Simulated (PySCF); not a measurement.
# From one method to the next for Se (triplet)

Aim: see what other levels and later steps give for Se (triplet).

Method: method and basis as typed in the scripts; program: PySCF 2.14.0.

1 further run of the same task is left out (it didn't finish).

## 1. The atom

Se (triplet): 1 atom, charge 0, spin multiplicity 3.

## 2. Base script

File input.py:

```python
from pyscf import gto, scf, mp

mol = gto.M(
    atom='Se 0 0 0',
    basis='x2c-svpall',
    charge=0,
    spin=2,
    verbose=4,
)
mf = scf.UHF(mol)
mf = mf.sfx2c1e()
mf.kernel()
mp.MP2(mf, frozen=9).kernel()
mf.dip_moment()
print('orbital energies (hartree):', [e[max(0, n-3):n+3].round(4) for e, n in zip(mf.mo_energy, mol.nelec)])
```

Command:

```bash
OMP_NUM_THREADS=1 python input.py
```

## 3. RHF

Edit 1 changes SCF type: UHF → RHF.

File input.py:

```python
from pyscf import gto, scf, mp

mol = gto.M(
    atom='Se 0 0 0',
    basis='x2c-svpall',
    charge=0,
    spin=2,
    verbose=4,
)
mf = scf.RHF(mol)
mf = mf.sfx2c1e()
mf.kernel()
mp.MP2(mf, frozen=9).kernel()
mf.dip_moment()
print('orbital energies (hartree):', mf.mo_energy[..., max(0, mol.nelec[1]-3):mol.nelec[0]+3].round(4))
```

## 4. CASSCF (ROHF)

Edit 2 changes step after the SCF: mp2 → casscf; SCF type: UHF → ROHF; active space: none → 2 electrons in 3 orbitals.

File input.py:

```python
from pyscf import gto, scf, mcscf

mol = gto.M(
    atom='Se 0 0 0',
    basis='x2c-svpall',
    charge=0,
    spin=2,
    verbose=4,
)
mf = scf.ROHF(mol)
mf = mf.sfx2c1e()
mf.kernel()
mc = mcscf.CASSCF(mf, 3, 2)
mc.kernel()
mc.analyze()
mf.dip_moment()
print('orbital energies (hartree):', mf.mo_energy[..., max(0, mol.nelec[1]-3):mol.nelec[0]+3].round(4))
```

## 5. EOM-EA

Edit 3 changes step after the SCF: mp2 → eomea; number of roots: none → 6.

input.py, as its differences from that of step 2:

```diff
@@ -1,2 +1,2 @@
-from pyscf import gto, scf, mp
+from pyscf import gto, scf, cc
 
@@ -12,3 +12,6 @@
 mf.kernel()
-mp.MP2(mf, frozen=9).kernel()
+mycc = cc.CCSD(mf, frozen=9)
+mycc.kernel()
+e = mycc.eaccsd(nroots=6)[0]
+print('roots (eV) =', (e*27.211386).round(3))
 mf.dip_moment()
```

## 6. CISD

Edit 4 changes step after the SCF: mp2 → cisd.

input.py, as its differences from that of step 2:

```diff
@@ -1,2 +1,2 @@
-from pyscf import gto, scf, mp
+from pyscf import gto, scf, ci
 
@@ -12,3 +12,3 @@
 mf.kernel()
-mp.MP2(mf, frozen=9).kernel()
+ci.CISD(mf, frozen=9).kernel()
 mf.dip_moment()
```

## 7. Pbe0 (UKS)

Edit 5 changes functional: none (Hartree–Fock) → pbe0; SCF type: UHF → UKS; step after the SCF: mp2 → analyze.

File input.py:

```python
from pyscf import gto, dft

mol = gto.M(
    atom='Se 0 0 0',
    basis='x2c-svpall',
    charge=0,
    spin=2,
    verbose=4,
)
mf = dft.UKS(mol, xc='pbe0')
mf = mf.sfx2c1e()
mf.kernel()
mf.analyze()
print('orbital energies (hartree):', [e[max(0, n-3):n+3].round(4) for e, n in zip(mf.mo_energy, mol.nelec)])
```

## 8. O3lyp (UKS)

Edit 6 changes functional: none (Hartree–Fock) → o3lyp; SCF type: UHF → UKS; step after the SCF: mp2 → analyze.

File input.py:

```python
from pyscf import gto, dft

mol = gto.M(
    atom='Se 0 0 0',
    basis='x2c-svpall',
    charge=0,
    spin=2,
    verbose=4,
)
mf = dft.UKS(mol, xc='o3lyp')
mf = mf.sfx2c1e()
mf.kernel()
mf.analyze()
print('orbital energies (hartree):', [e[max(0, n-3):n+3].round(4) for e, n in zip(mf.mo_energy, mol.nelec)])
```

What does the calculation give? Wanted: for each run, E(SCF); from base; gap, α spin; after the SCF.

The runs gave:

| run | E(SCF) (hartree) | from base (eV) | cycles | gap, α spin (eV) | after the SCF |
| --- | --- | --- | --- | --- | --- |
| base | -2427.656891 | 0 | 8 | 20.93 | MP2 correlation -5.226 eV, core frozen |
| RHF | -2427.653179 | +0.1010 | 7 | n/a | MP2 correlation -5.294 eV, core frozen |
| CASSCF (ROHF) | -2427.653179 | +0.1010 | 7 | n/a | n/a |
| EOM-EA | -2427.656891 | 0.0000 | 8 | 20.93 | CCSD correlation -5.406 eV, core frozen, first root -0.83 eV |
| CISD | -2427.656891 | 0.0000 | 8 | 20.93 | CISD correlation -5.175 eV, core frozen |
| pbe0 (UKS) | -2429.118203 | not comparable | 7 | 14.03 | n/a |
| o3lyp (UKS) | -2429.884971 | not comparable | 7 | 12.98 | n/a |

**Reading.** The α-spin gap between the frontier levels is 13.0 eV with o3lyp (12 % exact exchange) and 14.0 eV with pbe0 (25 %). On the same reference and core, CISD gains 5.17 eV in 1.6 s; MP2 reaches 101 % of that in 1.5 s. A lower total energy from another functional means nothing by itself.
